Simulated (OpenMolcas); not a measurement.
# Sn⁺: CASSCF and CASPT2 terms and fine-structure levels

Aim: the low terms and levels of Sn⁺, with their order and spacing, then second-order correlation under several settings.

Method: state-averaged CASSCF and CASPT2, spin-orbit coupling by RASSI with atomic mean-field integrals. Code: OpenMolcas 26.06.

### 1 What is computed

| Property | Result |
| --- | --- |
| Species | Sn⁺ (tin, Z = 50, 49 electrons) |
| Basis | ANO-R2 [7s6p4d2f1g], 68 functions |
| Scalar Hamiltonian | X2C, finite nucleus |
| Inactive shells | 1s 2s 2p 3s 3p 3d 4s 4p 4d |
| Active space | 3 electrons in 8 orbitals (5s 5p 6s 6p) |
| Some configurations of this space | 5p3, 5s 5p2, 5s2 5p |
| Orbitals | optimised for each spin and parity, averaged over the low roots |

The outer shells:

5p3
```
5p [↑ ][↑ ][↑ ]
```

5s 5p2
```
5s [↑ ]
5p [↑ ][↑ ][  ]
```

5s2 5p
```
5s [↑↓]
5p [↑ ][  ][  ]
```

The work runs as a chain of OpenMolcas steps in one folder; each step below is one input file. Labels, J, g values, rates, χT and fits are worked out afterwards by a script from the matrices that RASSI stores.

### 2 One- and two-electron integrals

Contents of a.inp:

```
&GATEWAY
Coord
1

Sn 0.0 0.0 0.0
Basis=ANO-R2
Group=XYZ
NoMove
AngMom=0.0 0.0 0.0
AMFI
&SEWARD
```

Run with:

```bash
$ OMP_NUM_THREADS=1 MOLCAS_MEM=2252 MOLCAS_PROJECT=a pymolcas a.inp > a.log
```

### 3 A small preliminary run for start orbitals

Contents of a.inp:

```
&RASSCF
FileOrb=start.orb
Symmetry=2
Spin=4
nActEl=3 0 0
Inactive=14 9
Ras2=1 3
CIRoot=1 1 1
SDav=1
CIMx=300
Iter=120 100
PrWF=0.3
OrbListing=Nothing
MaxOrb=0
Atom
>>> COPY $Project.JobIph JOBPRE
```

### 4 Reference wave functions, quartets of odd parity, 3 roots

Contents of a.inp:

```
&RASSCF
FileOrb=start.orb
Symmetry=2
Spin=4
nActEl=3 0 0
Inactive=14 9
Ras2=2 6
CIRoot=3 3 1
SDav=26
CIMx=300
Iter=120 100
PrWF=0.3
OrbListing=Nothing
MaxOrb=0
Atom
>>> COPY $Project.JobIph JOB001
```

### 5 CASSCF: doublets of odd parity, 9 roots

Contents of a.inp:

```
&RASSCF
FileOrb=start.orb
Symmetry=2
Spin=2
nActEl=3 0 0
Inactive=14 9
Ras2=2 6
CIRoot=9 9 1
SDav=94
CIMx=300
Iter=120 100
PrWF=0.3
OrbListing=Nothing
MaxOrb=0
Atom
>>> COPY $Project.JobIph JOB002
```

### 6 Reference wave functions, quartets of even parity, 3 roots

Contents of a.inp:

```
&RASSCF
FileOrb=start.orb
Symmetry=1
Spin=4
nActEl=3 0 0
Inactive=14 9
Ras2=2 6
CIRoot=3 3 1
SDav=30
CIMx=300
Iter=120 100
PrWF=0.3
OrbListing=Nothing
MaxOrb=0
Atom
>>> COPY $Project.JobIph JOB003
```

### 7 CASSCF: doublets of even parity, 9 roots

Contents of a.inp:

```
&RASSCF
FileOrb=start.orb
Symmetry=1
Spin=2
nActEl=3 0 0
Inactive=14 9
Ras2=2 6
CIRoot=9 9 1
SDav=74
CIMx=300
Iter=120 100
PrWF=0.3
OrbListing=Nothing
MaxOrb=0
Atom
>>> COPY $Project.JobIph JOB004
```

### 8 State interaction with spin-orbit coupling

Contents of a.inp:

```
&RASSI
NrOfJobIphs=4 3 6 3 9
1 2 3
1 2 3 4 5 6
1 2 3
1 2 3 4 5 6 7 8 9
IphNames
JOB001
JOB002
JOB003
JOB004
EJob
SpinOrbit
DIPRint=1.0
SOCoupling=1000.0
Subsets=2
MEES
Property=10
'ANGMOM' 1 'ANGMOM' 2 'ANGMOM' 3 'MLTPL  1' 1 'MLTPL  1' 2 'MLTPL  1' 3
'AMFI' 1 'AMFI' 2 'AMFI' 3 'MLTPL  2' 6
SOProperty=3
'ANGMOM' 1 'ANGMOM' 2 'ANGMOM' 3
```

### 9 CASPT2: IPEA 0.35, imaginary shift 0.05 (closed shells correlated: none), extended multistate

Contents of a.inp:

```
>>> COPY JOB001 $Project.JobIph
&CASPT2
XMultistate=3 1 2 3
Frozen=14 9
IPEA=0.35
Imaginary=0.05
MaxIter=60
WThr=0.0 0.3 0.05
PrWF=0.5
NoMix
>>> COPY JOB002 $Project.JobIph
&CASPT2
XMultistate=6 1 2 3 4 5 6
Frozen=14 9
IPEA=0.35
Imaginary=0.05
MaxIter=60
WThr=0.0 0.3 0.05
PrWF=0.5
NoMix
>>> COPY JOB003 $Project.JobIph
&CASPT2
XMultistate=3 1 2 3
Frozen=14 9
IPEA=0.35
Imaginary=0.05
MaxIter=60
WThr=0.0 0.3 0.05
PrWF=0.5
NoMix
>>> COPY JOB004 $Project.JobIph
&CASPT2
XMultistate=9 1 2 3 4 5 6 7 8 9
Frozen=14 9
IPEA=0.35
Imaginary=0.05
MaxIter=60
WThr=0.0 0.3 0.05
PrWF=0.5
NoMix
```

### 10 CASPT2: IPEA 0.15, imaginary shift 0.4 (closed shells correlated: 4d)

Contents of a.inp:

```
>>> COPY JOB001 $Project.JobIph
&CASPT2
Multistate=3 1 2 3
NoMult
Frozen=9 9
IPEA=0.15
Imaginary=0.4
MaxIter=60
WThr=0.0 0.3 0.05
PrWF=0.5
NoMix
>>> COPY JOB002 $Project.JobIph
&CASPT2
Multistate=6 1 2 3 4 5 6
NoMult
Frozen=9 9
IPEA=0.15
Imaginary=0.4
MaxIter=60
WThr=0.0 0.3 0.05
PrWF=0.5
NoMix
>>> COPY JOB003 $Project.JobIph
&CASPT2
Multistate=3 1 2 3
NoMult
Frozen=9 9
IPEA=0.15
Imaginary=0.4
MaxIter=60
WThr=0.0 0.3 0.05
PrWF=0.5
NoMix
>>> COPY JOB004 $Project.JobIph
&CASPT2
Multistate=9 1 2 3 4 5 6 7 8 9
NoMult
Frozen=9 9
IPEA=0.15
Imaginary=0.4
MaxIter=60
WThr=0.0 0.3 0.05
PrWF=0.5
NoMix
```

### 11 CASPT2: IPEA 0, real shift 0.25 (closed shells correlated: 4s 4p 4d), extended multistate

Contents of a.inp:

```
>>> COPY JOB001 $Project.JobIph
&CASPT2
XMultistate=3 1 2 3
Frozen=8 6
IPEA=0.0
Shift=0.25
MaxIter=60
WThr=0.0 0.3 0.05
PrWF=0.5
NoMix
>>> COPY JOB002 $Project.JobIph
&CASPT2
XMultistate=6 1 2 3 4 5 6
Frozen=8 6
IPEA=0.0
Shift=0.25
MaxIter=60
WThr=0.0 0.3 0.05
PrWF=0.5
NoMix
>>> COPY JOB003 $Project.JobIph
&CASPT2
XMultistate=3 1 2 3
Frozen=8 6
IPEA=0.0
Shift=0.25
MaxIter=60
WThr=0.0 0.3 0.05
PrWF=0.5
NoMix
>>> COPY JOB004 $Project.JobIph
&CASPT2
XMultistate=9 1 2 3 4 5 6 7 8 9
Frozen=8 6
IPEA=0.0
Shift=0.25
MaxIter=60
WThr=0.0 0.3 0.05
PrWF=0.5
NoMix
```

(Steps that only read results are left out.)

**Question.** What will these runs give? Wanted: lowest level; first excited level; lowest level of another term; spin-orbit lowering of the lowest level; strongest of the lines computed, by gA, at XMS-CASPT2 energies.

**Answer**, as computed:

| quantity | value |
| --- | --- |
| method | XMS-CASPT2, IPEA 0.35, imaginary shift 0.05 (closed shells correlated: none) |
| lowest level | 5s2 5p 2P* 1/2, 100 % of that term, g = 0.666 |
| ground level listed by NIST | 2P°1/2 |
| first excited level | 5s2 5p 2P* 3/2 at 0.470 eV |
| lowest level of another term | 5s 5p2 4P 1/2 at 5.152 eV |
| spin-orbit lowering of the lowest level | 0.3152 eV |
| strongest of the lines computed, by gA, at XMS-CASPT2 energies | 5s 5p2 2P 3/2 → 5s2 5p 2P* 3/2, 124.7 nm, A = 4.14e+09 s⁻¹ |

Cost and accuracy by method:

| method | time of its own steps | time with the reference | mean absolute difference from the measured levels (cm-1) |
| --- | --- | --- | --- |
| A. CASSCF | 27 s | 27 s | 6100 |
| B. XMS-CASPT2, IPEA 0.35, imaginary shift 0.05, +none | 5.7 s | 33 s | 3100 |
| C. SS-CASPT2, IPEA 0.15, imaginary shift 0.4, +4d | 9.7 s | 37 s | 2200 |
| D. XMS-CASPT2, IPEA 0, real shift 0.25, +4s 4p 4d | 15 s | 42 s | 1200 |

Times are of one thread on a shared host.

The multiplet 2P* is regular. Method D lies closest to the measured levels (1200 cm⁻¹ on average) and A farthest (6100). Only the configurations of the active space and the roots asked for are present. Not all states of the active space went into the spin-orbit step. CASPT2 does not keep the components of a term degenerate, and the means are used. Reference weights range from 0.85 to 0.99, which points to intruder states or a small active space for some roots. The levels of the extra active shells were not computed. No d shell is active. Levels of other configurations are missing from the list.
